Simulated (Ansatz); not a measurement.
# H8InNO3Si: the cost of one run

The runs use Ansatz 0.2.0, Gaussian basis; the settings change from run to run.

## (1) The relaxed structure

The structure was relaxed beforehand with PBE0-D4 in a triple-zeta def2 set. In takes a core potential in def2 sets; no spin-orbit term is included.

SMILES `[OH][In-]([OH])([OH])[NH2+][SiH3]`, 14 atoms, charge 0, spin multiplicity 1.

Atoms are counted from 1 here; the program's logs count them from 0.

Bond lengths: O1–In2 1.998 Å, O1–H7 0.960 Å, In2–O3 2.006 Å, In2–O4 1.998 Å, In2–N5 2.313 Å, O3–H8 0.960 Å, O4–H9 0.959 Å, N5–Si6 1.786 Å, N5–H10 1.016 Å, N5–H11 1.016 Å, Si6–H12 1.476 Å, Si6–H13 1.489 Å, Si6–H14 1.475 Å. Angles: In2–O1–H7 112.2°, O1–In2–O3 118.7°, O1–In2–O4 119.7°, O1–In2–N5 98.0°, O3–In2–O4 118.7°, O3–In2–N5 92.9°, O4–In2–N5 96.2°, In2–O3–H8 112.7°, In2–O4–H9 112.6°, In2–N5–Si6 112.9°, In2–N5–H10 103.9°, In2–N5–H11 104.8°, Si6–N5–H10 113.5°, Si6–N5–H11 113.5°, H10–N5–H11 107.5°, N5–Si6–H12 107.5°, N5–Si6–H13 108.5°, N5–Si6–H14 107.5° and more.

As a file:

```mol
H8InNO3Si
  3D, bonds by distance, orders not assigned

 14 13  0  0  0  0  0  0  0  0999 V2000
   -2.1026   -1.6764    0.5247 O   0  0
   -0.5051   -0.6191    1.0911 In  0  0
    1.3219   -1.3623    0.7270 O   0  0
   -0.7024    0.8015    2.4827 O   0  0
   -0.4117    0.8178   -0.7190 N   0  0
    1.1212    0.6938   -1.6265 Si  0  0
   -1.8827   -2.5897    0.3290 H   0  0
    1.9469   -1.1700    1.4292 H   0  0
   -1.5071    0.7051    2.9962 H   0  0
   -0.5677    1.7349   -0.3100 H   0  0
   -1.2306    0.5888   -1.2750 H   0  0
    2.2094    1.1006   -0.7166 H   0  0
    1.0664    1.6355   -2.7782 H   0  0
    1.2310   -0.6897   -2.1260 H   0  0
  1  2  8  0
  2  3  8  0
  2  4  8  0
  2  5  8  0
  5  6  8  0
  1  7  8  0
  3  8  8  0
  4  9  8  0
  5 10  8  0
  5 11  8  0
  6 12  8  0
  6 13  8  0
  6 14  8  0
M  END
```

## (2) revPBE0/def2-TZVPD

Set apart from the defaults: charge +1, multiplicity 2, restricted open-shell orbitals, a point charge of -1.00 e beside it, D3(BJ) with three-body dispersion, high accuracy.

in.yaml reads:

```yaml
crystal:
  periodic: [false, false, false]
  atoms:
    - {symbol: O, position_ang: [-2.102609, -1.676428, 0.524725]}
    - {symbol: In, position_ang: [-0.505109, -0.619093, 1.091129]}
    - {symbol: O, position_ang: [1.321944, -1.362340, 0.727011]}
    - {symbol: O, position_ang: [-0.702377, 0.801483, 2.482750]}
    - {symbol: N, position_ang: [-0.411740, 0.817848, -0.719038]}
    - {symbol: Si, position_ang: [1.121222, 0.693789, -1.626473]}
    - {symbol: H, position_ang: [-1.882677, -2.589699, 0.328980]}
    - {symbol: H, position_ang: [1.946925, -1.170028, 1.429204]}
    - {symbol: H, position_ang: [-1.507089, 0.705116, 2.996194]}
    - {symbol: H, position_ang: [-0.567750, 1.734902, -0.310012]}
    - {symbol: H, position_ang: [-1.230561, 0.588760, -1.274996]}
    - {symbol: H, position_ang: [2.209386, 1.100600, -0.716598]}
    - {symbol: H, position_ang: [1.066430, 1.635459, -2.778156]}
    - {symbol: H, position_ang: [1.231007, -0.689669, -2.126019]}
basis:
  gaussian: {orbitals: def2-TZVPD, point_charges: [{charge: -1.00, position_ang: [6.350, -0.921, -0.996]}]}
total_charge: 1
magnetization: {spin_polarized: false, initial_magnetization: 1}
hamiltonian: {xc: {name: revPBE0}, dispersion: d3bjatm}
accuracy: high
output: {forces: true}
```

Command:

```
$ ansatz run in.yaml --threads 4 --pin off --events-out ev --progress --plain --max-ram 11315MiB
```

What time and memory should one allow on 4 threads of Arm Neoverse V2, shared host?

About 3.1 min, with a peak of 4.3 GiB.
